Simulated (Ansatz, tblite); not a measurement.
# C₁₁H₃F₆N₃S₃: one state, many levels

The task here is to estimate one member of a computed series from the others.

The runs use Ansatz 0.2.0, Gaussian basis; as each input shows.

The runs, in order: GFN1-xTB, GFN2-xTB, PBE-D4/def2-TZVP, r2SCAN-D4/def2-TZVP, PBE-D4/def2-SVP, PBE0-D4/def2-SVP.

1 further run of the same task is left out (set aside as unsound or not needed).

## The relaxed structure

The singlet was relaxed beforehand with r2SCAN-D4/def2-SVP.

26 atoms, charge 0, spin multiplicity 1.

Bond lengths: F1–C2 1.341 Å, C2–F3 1.344 Å, C2–F4 1.344 Å, C2–C5 1.492 Å, C5–C6 1.378 Å, C5–S23 1.728 Å, C6–N7 1.357 Å, C6–H24 1.092 Å, N7–C8 1.314 Å, C8–C9 1.440 Å, C8–S23 1.760 Å, C9–C10 1.390 Å, C9–S22 1.736 Å, C10–N11 1.349 Å, C10–H25 1.094 Å, N11–C12 1.318 Å, C12–C13 1.444 Å, C12–S22 1.753 Å and more. Angles: F1–C2–F3 107.9°, F1–C2–F4 107.9°, F1–C2–C5 110.2°, F3–C2–F4 106.8°, F3–C2–C5 111.9°, F4–C2–C5 111.9°, C2–C5–C6 127.6°, C2–C5–S23 122.1°, C6–C5–S23 110.2°, C5–C6–N7 115.7°, C5–C6–H24 123.8°, N7–C6–H24 120.5°, C6–N7–C8 111.3°, N7–C8–C9 124.2°, N7–C8–S23 114.4°, C9–C8–S23 121.4°, C8–C9–C10 130.3°, C8–C9–S22 120.4° and more.

PBE0-D4/def2-TZVP was run before; its log isn't repeated, and its numbers join the tables.

The first run:

Tight binding, by tblite at 300 K electronic temperature and without a spin-polarisation term:

```python
tblite.interface.Calculator('GFN1-xTB', numbers, positions, charge=0, uhf=0).singlepoint()
```

Tight binding, by tblite at 300 K electronic temperature and without a spin-polarisation term:

```python
tblite.interface.Calculator('GFN2-xTB', numbers, positions, charge=0, uhf=0).singlepoint()
```

start.molden holds the orbitals of an earlier run on this state, given as this run's starting guess.

File in.yaml:

```yaml
crystal:
  periodic: [false, false, false]
  atoms:
    - {symbol: F, position_ang: [-6.828891, 1.442615, -1.276033]}
    - {symbol: C, position_ang: [-6.334281, 0.481667, -0.482605]}
    - {symbol: F, position_ang: [-6.830621, 0.668520, 0.752151]}
    - {symbol: F, position_ang: [-6.808340, -0.698392, -0.916845]}
    - {symbol: C, position_ang: [-4.842519, 0.520155, -0.494093]}
    - {symbol: C, position_ang: [-4.028730, 1.388202, -1.188228]}
    - {symbol: N, position_ang: [-2.694637, 1.205876, -1.020947]}
    - {symbol: C, position_ang: [-2.448660, 0.205556, -0.205203]}
    - {symbol: C, position_ang: [-1.127792, -0.229305, 0.167510]}
    - {symbol: C, position_ang: [-0.723640, -1.257471, 1.010971]}
    - {symbol: N, position_ang: [0.607515, -1.418093, 1.161485]}
    - {symbol: C, position_ang: [1.276474, -0.532969, 0.449402]}
    - {symbol: C, position_ang: [2.719514, -0.479761, 0.428148]}
    - {symbol: C, position_ang: [3.586027, -1.314343, 1.123912]}
    - {symbol: N, position_ang: [4.908036, -1.069851, 0.944469]}
    - {symbol: C, position_ang: [5.090499, -0.070283, 0.131202]}
    - {symbol: C, position_ang: [6.442003, 0.456376, -0.277653]}
    - {symbol: F, position_ang: [7.417654, -0.231540, 0.300894]}
    - {symbol: F, position_ang: [6.598417, 0.384099, -1.611027]}
    - {symbol: F, position_ang: [6.571213, 1.751246, 0.060329]}
    - {symbol: S, position_ang: [3.637691, 0.668296, -0.493687]}
    - {symbol: S, position_ang: [0.273580, 0.576387, -0.465784]}
    - {symbol: S, position_ang: [-3.887492, -0.590171, 0.423209]}
    - {symbol: H, position_ang: [-4.401765, 2.182327, -1.838521]}
    - {symbol: H, position_ang: [-1.414928, -1.919477, 1.540796]}
    - {symbol: H, position_ang: [3.243665, -2.119645, 1.776178]}
basis:
  gaussian: {orbitals: def2-TZVP, fitting: {mean_field: def2-universal-jkfit}, initial_orbitals: start.molden}
hamiltonian: {xc: pbe, dispersion: d4}
scf: {omitted_lower_state_checks: [starts]}
output: {orbitals: {seedname: orbitals}}
```

Run with:

```bash
ansatz run in.yaml --threads 2 --pin off --events-out ev --progress --plain --max-ram 32768MiB --backend cuda --devices 0, --max-vram 18GiB
```

Steps of the session up to this table: PBE-D4/def2-TZVP; r2SCAN-D4/def2-TZVP; PBE-D4/def2-SVP; PBE0-D4/def2-SVP.

One of the session's tables, all rows but one given; the rest of the session is left out.

It belongs to the step «Binding energy». 

```
              level  binding an atom (eV)
    PBE-D4/def2-SVP                 5.376
   PBE-D4/def2-TZVP                 5.269
r2SCAN-D4/def2-TZVP                     ?
   PBE0-D4/def2-SVP                 5.138
  PBE0-D4/def2-TZVP                 5.049
```

**Question.** Estimate the row for r2SCAN-D4/def2-TZVP.

As computed: binding an atom (eV): 5.002. In the column «binding an atom (eV)» it is the lowest.

Caveats from the session: Free atoms were run apart at each level; binding is atoms less cluster, divided by the number of atoms, without zero-point or spin-orbit terms.
